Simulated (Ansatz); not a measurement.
**NiBi: competing magnetic orders**

Aim: compare arrangements of the moments in a cell of NiBi: parallel, none, and patterns of up and down. The runs shown use PAW. Its runs: parallel moments (PAW); no spin polarisation (PAW).

Computed with Ansatz 0.2.0 (DFT, PBEsol, PAW with Ansatz's default frozen-core files, scalar-relativistic, unless a step's input says otherwise).

## 1. The structure to begin with

Symmetry: P6_3/mmc, No. 194, hexagonal system. The conventional cell has a = 4.118 Å, b = 4.118 Å, c = 5.244 Å, α = 90.00°, β = 90.00°, γ = 120.00°. Ni (site symmetry -3m) is surrounded by 2 Ni at 2.62 Å and 6 Bi at 2.71 Å. Around Bi (site symmetry -6m2) lie 6 Ni at 2.71 Å.

As a file:

```cif
data_structure
_symmetry_space_group_name_H-M 'P 1'
_symmetry_Int_Tables_number 1
_cell_length_a 4.1179
_cell_length_b 4.1179
_cell_length_c 5.2438
_cell_angle_alpha 90.000
_cell_angle_beta 90.000
_cell_angle_gamma 120.000
_cell_volume 77.01
loop_
_atom_site_label
_atom_site_type_symbol
_atom_site_fract_x
_atom_site_fract_y
_atom_site_fract_z
_atom_site_occupancy
Ni1 Ni 0.00000 0.00000 0.50000 1
Ni2 Ni 0.00000 0.00000 0.00000 1
Bi1 Bi 0.33333 0.66667 0.25000 1
Bi2 Bi 0.66667 0.33333 0.75000 1
```

In patterns such as +-, the signs follow the magnetic atoms in the order of the input.

Atoms are numbered in the order of the input: Ni1, Ni2, Bi3, Bi4.

## 2. Parallel moments, PAW

Contents of input.yaml:

```yaml
crystal:
  lattice:
    - [4.1179380196, 0.0, 0.0]
    - [-2.0589690098, 3.5662389362, 0.0]
    - [0.0, 0.0, 5.24380966]
  atoms:
    - { symbol: Ni, position: [0.0, 0.0, 0.5], spin: 1.5 }
    - { symbol: Ni, position: [0.0, 0.0, 0.0], spin: 1.5 }
    - { symbol: Bi, position: [0.3333333333, 0.6666666667, 0.25] }
    - { symbol: Bi, position: [0.6666666667, 0.3333333333, 0.75] }
magnetization:
  spin_polarized: true
kpoints:
  mp_grid: { grid: [10, 10, 7] }
scf:
  occupations: { method: fermi_dirac, width: 0.05 }
  lower_state_search: "off"
hamiltonian:
  xc: pbesol
  pseudopotentials: { kind: paw }
output:
  forces: true
  stress: true
  eigenvalues: true
  populations: true
```

Launch:

```bash
$ ansatz run input.yaml --threads 2 --pin off --max-ram 6144MiB --backend cpu --events-out ev --progress --plain --runs-dir out
```

## 3. No spin polarisation, PAW

Contents of input.yaml:

```yaml
crystal:
  lattice:
    - [4.1179380196, 0.0, 0.0]
    - [-2.0589690098, 3.5662389362, 0.0]
    - [0.0, 0.0, 5.24380966]
  atoms:
    - { symbol: Ni, position: [0.0, 0.0, 0.5] }
    - { symbol: Ni, position: [0.0, 0.0, 0.0] }
    - { symbol: Bi, position: [0.3333333333, 0.6666666667, 0.25] }
    - { symbol: Bi, position: [0.6666666667, 0.3333333333, 0.75] }
kpoints:
  mp_grid: { grid: [10, 10, 7] }
scf:
  occupations: { method: fermi_dirac, width: 0.05 }
  lower_state_search: "off"
hamiltonian:
  xc: pbesol
  pseudopotentials: { kind: paw }
output:
  forces: true
  stress: true
  eigenvalues: true
```

(Steps that only read results are left out.)

**Question.** What will these runs give? Wanted: lowest.

**Answer**, as computed:

| quantity | value |
| --- | --- |
| lowest (PAW) | parallel moments, 0.0 meV a magnetic atom from the reference |

In words: By PAW the lowest run is «parallel moments», 0.0 meV a magnetic atom under «no spin polarisation», too close to call. In «parallel moments» the moments died away, leaving the non-magnetic state. A run can end in another pattern than it began with. Only this cell's orders were tried, so longer waves of spin are out of reach. Spin-orbit coupling is left out, though the cell holds Bi; in elements this heavy it can shift bands and gaps by tenths of an eV.
